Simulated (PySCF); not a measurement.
# CH4ClFSi (SMILES C[SiH](F)Cl) at 5 levels

Aim: a comparison of 5 runs (HF/def2-SVP, PBE/6-31G**, PBE0/def2-SVP, MP2/STO-3G, CCSD(T)/def2-SVP) of CH4ClFSi. The job is set up through a Python script.

Program for the calculation: PySCF 2.14.0.

### Step 1. The system as given

CH4ClFSi has 8 atoms, charge 0, and is taken as a singlet. SMILES: `C[SiH](F)Cl`. The coordinates come from a PBE0-D4/def2-TZVP relaxation.

Bond lengths: C1–Si2 1.843 Å, Si2–F3 1.594 Å, Si2–Cl4 2.046 Å, C1–H5 1.093 Å, C1–H6 1.092 Å, C1–H7 1.092 Å, Si2–H8 1.477 Å. Some angles: C1–Si2–F3 109.4°, C1–Si2–Cl4 110.3°, F3–Si2–Cl4 107.6°, C1–Si2–H8 114.2°, F3–Si2–H8 107.4°, Cl4–Si2–H8 107.7°, Si2–C1–H5 110.3°, Si2–C1–H6 110.4°, Si2–C1–H7 110.5°, H5–C1–H6 108.5°.

### Step 2. Energy and forces at HF/def2-SVP (run 1)

The input, run.py:

```python
# C[SiH](F)Cl
from pyscf import gto, scf

system = gto.M(
    atom='''
C     -0.522887     1.810925     0.158359
Si     0.687860    -1.439593    -0.159115
F      1.598708    -2.437747     2.532611
Cl    -2.116493    -3.798538    -1.389894
H      0.963382     3.063813     0.856424
H     -1.172764     2.518627    -1.668439
H     -2.107045     1.867616     1.480034
H      2.843282    -1.693006    -1.915426
''',
    basis='def2-svp',
    max_memory=1860,
    unit='bohr',
    verbose=4,
)

mf = scf.RHF(system)
mf.conv_tol = 1e-10
mf.kernel()
if not mf.converged:
    mf = mf.newton().run(mf.mo_coeff, mf.mo_occ)

e_tot = mf.e_tot
print('Final energy', e_tot)
grad = mf.nuc_grad_method().kernel()
dip = mf.dip_moment()
pop, q = mf.mulliken_pop()
```

Command:

```
OMP_NUM_THREADS=1 python run.py
```

Output:

```text
PySCF version 2.14.0

[... 62 lines left out ...]
converged SCF energy = -887.850664335564
Final energy -887.8506643355636
[... 11 lines left out ...]
Dipole moment(X, Y, Z, Debye):  0.26859,  2.15743, -0.77130
[... 54 lines left out ...]
pop of  3 Cl 3px          0.68188
pop of  3 Cl 3py          0.69758
pop of  3 Cl 3pz          0.72377
pop of  3 Cl 4px          1.05875
pop of  3 Cl 4py          1.10655
pop of  3 Cl 4pz          1.17046
pop of  3 Cl 3dxy         0.00878
pop of  3 Cl 3dyz         0.00279
pop of  3 Cl 3dz^2        0.00252
pop of  3 Cl 3dxz         0.00366
pop of  3 Cl 3dx2-y2      0.00323
pop of  4 H 1s            0.73695
pop of  4 H 2s            0.15955
pop of  4 H 2px           0.01137
pop of  4 H 2py           0.01071
pop of  4 H 2pz           0.00560
pop of  5 H 1s            0.73705
pop of  5 H 2s            0.15864
pop of  5 H 2px           0.00557
pop of  5 H 2py           0.00704
pop of  5 H 2pz           0.01506
pop of  6 H 1s            0.73444
pop of  6 H 2s            0.15517
pop of  6 H 2px           0.01258
pop of  6 H 2py           0.00525
pop of  6 H 2pz           0.00981
pop of  7 H 1s            0.75670
pop of  7 H 2s            0.38437
pop of  7 H 2px           0.00666
pop of  7 H 2py           0.00057
pop of  7 H 2pz           0.00433
 ** Mulliken atomic charges  **
charge of    0C =     -0.40359
charge of    1Si =      1.13103
charge of    2F =     -0.45987
charge of    3Cl =     -0.35014
charge of    4H =      0.07582
charge of    5H =      0.07664
charge of    6H =      0.08274
charge of    7H =     -0.15263
```

Run time: 11 s. Hardware: 1 thread of Intel Xeon at 2.50GHz (Skylake/Cascade Lake), shared host; peak memory 0.17 GiB.

### Step 3. Energy and forces at PBE/6-31G(d,p) (spherical functions) (run 2)

The input, job.py:

```python
# C[SiH](F)Cl
import pyscf.grad
from pyscf import gto, dft

mol = gto.Mole()
mol.atom = '''
C     -0.276700     0.958300     0.083800
Si     0.364000    -0.761800    -0.084200
F      0.846000    -1.290000     1.340200
Cl    -1.120000    -2.010100    -0.735500
H      0.509800     1.621300     0.453200
H     -0.620600     1.332800    -0.882900
H     -1.115000     0.988300     0.783200
H      1.504600    -0.895900    -1.013600
'''
mol.max_memory = 1860
mol.basis = '6-31g**'
mol.verbose = 3
mol.build()

mf = dft.RKS(mol, xc='pbe')
mf.grids.level = 5
mf.conv_tol = 1e-10
mf.kernel()
if not mf.converged:
    mf = mf.newton().run(mf.mo_coeff, mf.mo_occ)

e_tot = mf.e_tot
print(f'total energy: {e_tot:.8f} hartree')
grad = mf.Gradients().kernel()
mf.analyze()
```

Command:

```
OMP_NUM_THREADS=1 python job.py
```

Output:

```text
converged SCF energy = -889.633268030648
[... 13 lines left out ...]
MO #4   energy= -9.89575310455124  occ= 2
[... 7 lines left out ...]
MO #12  energy= -3.51963096091644  occ= 2
[... 7 lines left out ...]
MO #20  energy= -0.371097935037295 occ= 2
[... 7 lines left out ...]
MO #28  energy= 0.0450145786073399 occ= 0
[... 7 lines left out ...]
MO #36  energy= 0.289668755460475  occ= 0
[... 7 lines left out ...]
MO #44  energy= 0.627074648128681  occ= 0
[... 7 lines left out ...]
MO #52  energy= 0.834755419625638  occ= 0
[... 7 lines left out ...]
MO #60  energy= 1.26196107859238   occ= 0
[... 7 lines left out ...]
MO #68  energy= 1.9287687151148    occ= 0
[... 7 lines left out ...]
MO #76  energy= 2.27349894056682   occ= 0
[... 7 lines left out ...]
MO #84  energy= 3.33119200735695   occ= 0
[... 9 lines left out ...]
Dipole moment(X, Y, Z, Debye):  0.38979,  2.20424, -0.36937
```

It took 62 s on 1 thread of Intel Xeon at 2.50GHz (Skylake/Cascade Lake), shared host; peak memory 0.82 GiB.

Runs 3 to 4 aren't shown in full; the table further down has their settings and results.

### Step 4. A single-point energy at CCSD(T)/def2-SVP (run 5)

The input, mol.xyz:

```xyz
8
CH4ClFSi
C     -0.276700     0.958300     0.083800
Si     0.364000    -0.761800    -0.084200
F      0.846000    -1.290000     1.340200
Cl    -1.120000    -2.010100    -0.735500
H      0.509800     1.621300     0.453200
H     -0.620600     1.332800    -0.882900
H     -1.115000     0.988300     0.783200
H      1.504600    -0.895900    -1.013600
```

The input, run.py:

```python
from pyscf import gto, scf, cc

mol = gto.M(
    atom='mol.xyz',
    max_memory=1860,
    basis='def2-svp',
    verbose=3,
)

myscf = scf.RHF(mol)
myscf.conv_tol = 1e-10
myscf.kernel()
if not myscf.converged:
    myscf = myscf.newton().run(myscf.mo_coeff, myscf.mo_occ)

mycc = cc.CCSD(myscf, frozen=12)
mycc.kernel()
e_t = mycc.ccsd_t()
e_tot = mycc.e_tot + e_t
print('E = %.10f Eh' % e_tot)
myscf.analyze()
```

Command:

```
OMP_NUM_THREADS=1 python run.py
```

Output:

```text
converged SCF energy = -887.850664336773
E(CCSD) = -888.4484348929872  E_corr = -0.5977705562144067
CCSD(T) correction = -0.0121957336982322
E = -888.4606306267 Eh
**** MO energy ****
MO #1   energy= -104.789330302387  occ= 2
MO #2   energy= -68.8387828308563  occ= 2
MO #3   energy= -26.2850788634174  occ= 2
MO #4   energy= -11.2358025839557  occ= 2
MO #5   energy= -10.554321227965   occ= 2
MO #6   energy= -8.02881461459641  occ= 2
MO #7   energy= -8.02632838360949  occ= 2
MO #8   energy= -8.02626914970027  occ= 2
MO #9   energy= -6.20204939456084  occ= 2
MO #10  energy= -4.31422621447139  occ= 2
MO #11  energy= -4.31281457426864  occ= 2
MO #12  energy= -4.31120583854583  occ= 2
MO #13  energy= -1.56965099266997  occ= 2
MO #14  energy= -1.10157572362658  occ= 2
MO #15  energy= -0.96499824820739  occ= 2
MO #16  energy= -0.762089181895511 occ= 2
MO #17  energy= -0.679748109257843 occ= 2
MO #18  energy= -0.675795789060062 occ= 2
MO #19  energy= -0.632423244963519 occ= 2
MO #20  energy= -0.587310387926639 occ= 2
MO #21  energy= -0.576330993682519 occ= 2
MO #22  energy= -0.515241474404117 occ= 2
MO #23  energy= -0.508383744818877 occ= 2
MO #24  energy= -0.471978579162878 occ= 2
MO #25  energy= -0.449696348466638 occ= 2
MO #26  energy= 0.167196262310134  occ= 0
MO #27  energy= 0.180282796404263  occ= 0
MO #28  energy= 0.205641488816132  occ= 0
MO #29  energy= 0.235486669594801  occ= 0
MO #30  energy= 0.238590827015067  occ= 0
MO #31  energy= 0.251235828505248  occ= 0
MO #32  energy= 0.295868842948354  occ= 0
MO #33  energy= 0.331499031180584  occ= 0
MO #34  energy= 0.475717271233463  occ= 0
MO #35  energy= 0.533011515382737  occ= 0
MO #36  energy= 0.549215324112432  occ= 0
MO #37  energy= 0.568814738944984  occ= 0
MO #38  energy= 0.64403453635996   occ= 0
MO #39  energy= 0.678469691025599  occ= 0
MO #40  energy= 0.696142873715202  occ= 0
MO #41  energy= 0.757901307289824  occ= 0
MO #42  energy= 0.777693651163088  occ= 0
MO #43  energy= 0.784250179636509  occ= 0
MO #44  energy= 0.857170464488854  occ= 0
MO #45  energy= 0.8815920876259    occ= 0
MO #46  energy= 0.895641021774118  occ= 0
MO #47  energy= 0.903971969669465  occ= 0
MO #48  energy= 0.991062238916378  occ= 0
MO #49  energy= 1.01145223898091   occ= 0
MO #50  energy= 1.06941703105002   occ= 0
MO #51  energy= 1.07258776792929   occ= 0
MO #52  energy= 1.09092245471475   occ= 0
MO #53  energy= 1.12903595769625   occ= 0
MO #54  energy= 1.16089506426609   occ= 0
MO #55  energy= 1.24066577080172   occ= 0
MO #56  energy= 1.24100325438002   occ= 0
MO #57  energy= 1.25107926138686   occ= 0
MO #58  energy= 1.47300058060704   occ= 0
MO #59  energy= 1.49868565265588   occ= 0
MO #60  energy= 1.57761131707112   occ= 0
MO #61  energy= 1.5885296658863    occ= 0
MO #62  energy= 1.63137922067805   occ= 0
MO #63  energy= 1.65627428433018   occ= 0
MO #64  energy= 1.78134973748019   occ= 0
MO #65  energy= 1.84734845764249   occ= 0
MO #66  energy= 1.89836991015964   occ= 0
MO #67  energy= 2.01717004204613   occ= 0
MO #68  energy= 2.02260818151461   occ= 0
MO #69  energy= 2.06761128088146   occ= 0
MO #70  energy= 2.1224073752999    occ= 0
MO #71  energy= 2.25281172157309   occ= 0
MO #72  energy= 2.26015685481631   occ= 0
MO #73  energy= 2.38914916135898   occ= 0
MO #74  energy= 2.54851484809552   occ= 0
MO #75  energy= 2.7366231580446    occ= 0
MO #76  energy= 2.74683555474983   occ= 0
MO #77  energy= 3.02461649634813   occ= 0
MO #78  energy= 3.25162270732866   occ= 0
MO #79  energy= 3.25341411971042   occ= 0
MO #80  energy= 3.45359226472221   occ= 0
MO #81  energy= 3.45628800819774   occ= 0
MO #82  energy= 3.5449414926188    occ= 0
MO #83  energy= 3.55659369504599   occ= 0
MO #84  energy= 3.95100941192148   occ= 0
 ** Mulliken atomic charges  **
charge of    0C =     -0.54018
charge of    1Si =      1.22286
charge of    2F =     -0.53265
charge of    3Cl =     -0.32343
charge of    4H =      0.10855
charge of    5H =      0.11021
charge of    6H =      0.11162
charge of    7H =     -0.15699
Dipole moment(X, Y, Z, Debye):  0.26859,  2.15743, -0.77130
```

Wall time 32 s (1 thread of Intel Xeon at 2.50GHz (Skylake/Cascade Lake), shared host); peak memory 0.36 GiB.

### Step 5. The series

| run | level | integration grid | frozen core orbitals | energy (Eh) | dipole moment (D) of the reference | HOMO energy (eV) | LUMO energy (eV) | wall time |
| --- | --- | --- | --- | --- | --- | --- | --- | --- |
| 1 | HF/def2-SVP | – | – | -887.850664 | 2.31 | -12.24 | 4.55 | 11 s |
| 2 | PBE/6-31G** (spherical functions) | 5 | – | -889.633268 | 2.27 | -7.44 | 0.19 | 62 s |
| 3 | PBE0/def2-SVP | 5 | – | -889.407777 | 2.13 | -8.85 | 1.25 | 52 s |
| 4 | MP2/STO-3G | – | 12 | -878.159221 | 2.94 | -10.13 | 9.73 | 6 s |
| 5 | CCSD(T)/def2-SVP | – | 12 | -888.460631 | 2.31 | -12.24 | 4.55 | 32 s |

### Step 6. Outcome

| quantity | value |
| --- | --- |
| run 5: total energy | -888.46063 Eh |
| run 5: dipole moment (Hartree–Fock density) | 2.31 D |
| run 5: HOMO energy (Hartree–Fock orbitals) | -12.24 eV |
| run 5: LUMO energy (Hartree–Fock orbitals) | 4.55 eV |
| run 5: HOMO–LUMO gap (Hartree–Fock orbitals) | 16.79 eV |
| run 5: correlation energy (12 core orbitals frozen) | -610.0 mEh |
| run 5: (T) correction | -12.20 mEh |
| run 5: T1 diagnostic | 0.010 |

In words: Over runs 1, 2, 3 the dipole moment (its size) runs from 2.13 D (PBE0/def2-SVP) to 2.31 D (HF/def2-SVP). Over runs 1, 2, 3 the HOMO–LUMO gap runs from 7.63 eV (PBE/6-31G**) to 16.79 eV (HF/def2-SVP). The two ends differ in method and basis. Totals of different functionals can't be ranked against each other. In run 4 the basis is minimal, so the values are rough. All runs together took 2.7 min, the longest 62 s.
